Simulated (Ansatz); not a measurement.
Working through a phonon calculation by finite displacements of Be, space group Im-3m

Computed with Ansatz 0.2.0 through its Python package.

The script reads `be.extxyz`:
```text
1
Lattice="-1.25312095 1.25312095 1.25312095 1.25312095 -1.25312095 1.25312095 1.25312095 1.25312095 -1.25312095" Properties=species:S:1:pos:R:3 pbc="T T T"
Be    0.00000000    0.00000000    0.00000000
```

Run as a notebook:

**Cell 1**
```python
from dataclasses import dataclass
from pathlib import Path
import warnings

import ansatz as az
import numpy as np
```

**Cell 2**
```python
@dataclass(frozen=True)
class Settings:
    xc: str = "r2SCAN"
    smearing: str = "fermi_dirac"
    sigma: float = 0.05
    kmesh: tuple[int, ...] = (16, 16, 16)
```

**Cell 3**
```python
opts = Settings()
```

**Cell 4**
```python
warnings.simplefilter("ignore", az.DeckWarning)
```

**Cell 5**
```python
structure = az.Crystal.from_extxyz("be.extxyz")

calc = structure.calculation()
calc = calc.functional(opts.xc).occupations(opts.smearing, width=opts.sigma)
calc = calc.basis(24 * az.Ha)
calc = calc.kpoints(*opts.kmesh)
calc = calc.phonons("fd", supercell=2, amplitude=0.02, temperatures=(0, 500, 50))
result = calc.run(threads=1, backend="cpu", runs_dir="phonon_runs")
folder = Path(result.output_folder) / "results"
ph = result.phonons
```
Output:
```text
RunWarning: on the 34×34×34 q-mesh 89 entries of the irreducible table, 7.190e-2 modes per cell, the lowest at -145.91 cm⁻¹, stand at or below zero and are read as no rigid motion or as one in doubt: the zero-point energy, F, S and C_V leave that weight out. [...]
```

**Cell 6**
```python
print("modes at Gamma (1/cm):", np.round(ph.gamma_omega_inv_cm, 1) + 0.0)
print(f"{ph.n_members} displaced supercells, sum-rule residual {ph.asr_residual_pre_ev_ang2:.1e} eV/A^2")
sums = ph.harmonic_sums
print(f"zero-point energy {1000 * sums.zero_point_energy_ev:.2f} meV per cell")
t, f_vib = np.asarray(sums.temperatures_k), np.asarray(sums.vibrational_free_energy_ev)
for temperature, value in zip(t, f_vib):
    print(f"T = {temperature:6.0f} K   F_vib = {1000 * value:9.2f} meV per cell")
```
Output:
```text
modes at Gamma (1/cm): [0. 0. 0.]
1 displaced supercells, sum-rule residual 2.3e-06 eV/A^2
zero-point energy 88.79 meV per cell
T =      0 K   F_vib =     88.79 meV per cell
T =     50 K   F_vib =     88.71 meV per cell
T =    100 K   F_vib =     88.14 meV per cell
T =    150 K   F_vib =     86.70 meV per cell
T =    200 K   F_vib =     84.13 meV per cell
T =    250 K   F_vib =     80.24 meV per cell
T =    300 K   F_vib =     75.00 meV per cell
T =    350 K   F_vib =     68.42 meV per cell
T =    400 K   F_vib =     60.57 meV per cell
T =    450 K   F_vib =     51.51 meV per cell
T =    500 K   F_vib =     41.32 meV per cell
```

Notes:
- The cell isn't relaxed first, so the values belong to this volume.
- The mesh is modest for a metal, so energies can be off by several to tens of meV an atom and pressures by half a GPa or more; differences at equal mesh fare better.
- Some modes are imaginary (printed negative) at these settings, from an unstable structure or from unconverged force constants, so sums over modes carry no meaning.
- This isn't the structure that Be takes at ambient conditions.
- Warnings are shown shortened and without file and line.
- The structure is taken as given and the supercell is small; imaginary modes can come from an unrelaxed or unstable start. Phonons of metals also depend on mesh and smearing.
- The script silences the warnings on its input, which a real study should read.
- The whole script took 13 s on 1 thread of Intel(R) Xeon(R) 6975P-C (Granite Rapids), with other jobs on the host, peak memory 1 GiB.

(Lines on the test bed's own set-up are left out of the output.)
